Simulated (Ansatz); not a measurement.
Ti4Ru:

```
Ru Ti
1.0
     0.00000    2.37271   11.05393
     1.55677    0.00000   11.05393
     1.55677    2.37271    0.00000
Ru Ti
1 4
Direct
  0.00000 0.00000 0.00000
  0.59038 0.59038 0.40962
  0.19693 0.19693 0.80307
  0.80307 0.80307 0.19693
  0.40962 0.40962 0.59038
```

The cell comes from a database or a generator and needn't be the stable form of this composition.

```yaml
Program: Ansatz 0.2.0
Task: single point
Functional: PBEsol
Potentials_or_basis: Ansatz PAW
Cutoff: "420 eV (not typed: the program's choice for these potentials)"
k_mesh: 10 × 10 × 10
Occupations: fermi-dirac, width 0.05 eV
Spin: no spin polarisation
```

On this cell: pressure -5.3 GPa; largest force 0.259 eV/Å; band gap on the k mesh none (metal or under the smearing width).

The same run follows on a disturbed copy (atoms moved at random, drawn with an rms of 0.05 Å):

```xyz
5
Lattice="0.0000 2.3727 11.0539 1.5568 0.0000 11.0539 1.5568 2.3727 0.0000" Properties=species:S:1:pos:R:3 pbc="T T T"
Ru    0.0234    0.0413    0.0013
Ti    1.5195    2.3508   12.9859
Ti    1.5482    2.4006    4.3189
Ti    1.5180    2.3770   17.7185
Ti    1.5350    2.3847    9.0885
```

What does the disturbed cell give?

The energy (extrapolated to zero smearing) moves by +2.6 meV/atom; pressure -4.0 GPa; largest force 0.422 eV/Å; band gap on the k mesh none (metal or under the smearing width).

Forces in eV/Å, atoms in the order of the input:
```
Ru  -0.319 -0.207 -0.184
Ti   0.228  0.134  0.222
Ti  -0.074  0.020  0.002
Ti   0.045 -0.022  0.122
Ti   0.119  0.075 -0.162
```

Stress tensor (GPa, compression positive):
```
-3.95  0.00  0.07
 0.00 -4.36  0.17
 0.07  0.17 -3.79
```

Caveats: the PAW data sets come from PBE, with cores solved anew for the run's functional, which leaves a small shift of forces and pressure.
